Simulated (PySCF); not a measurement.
OSiSH2, in a box:

```xyz
5
Lattice="12.0000 0.0000 0.0000 0.0000 12.0000 0.0000 0.0000 0.0000 10.0000" Properties=species:S:1:pos:R:3 pbc="T T T"
O     4.6541    5.4569    4.6909
Si    4.8920    7.0670    4.9373
S     7.0165    7.2343    5.3770
H     5.3594    4.8076    4.7496
H     7.3718    5.9392    5.2874
```

Base run:

```yaml
Program: PySCF 2.14.0
Functional: PBE
Potentials_or_basis: cc-pvdz (all-electron)
k_mesh: 1 × 1 × 1
Occupations: fixed
Spin: no spin polarisation
```

Its results: gap between the frontier levels 3.59 eV.

The run is repeated on the same cell with these changes: functional from PBE to PBE50. What comes out?

Gap between the frontier levels 7.38 eV.

PBE50 gives the wider gap, since exact exchange removes part of the self-interaction.

Caveats: this is a molecule in a periodic box at the Γ point, so its band gap is the HOMO-LUMO gap; the basis of atomic orbitals isn't converged, which shifts pressures, moduli and gaps.

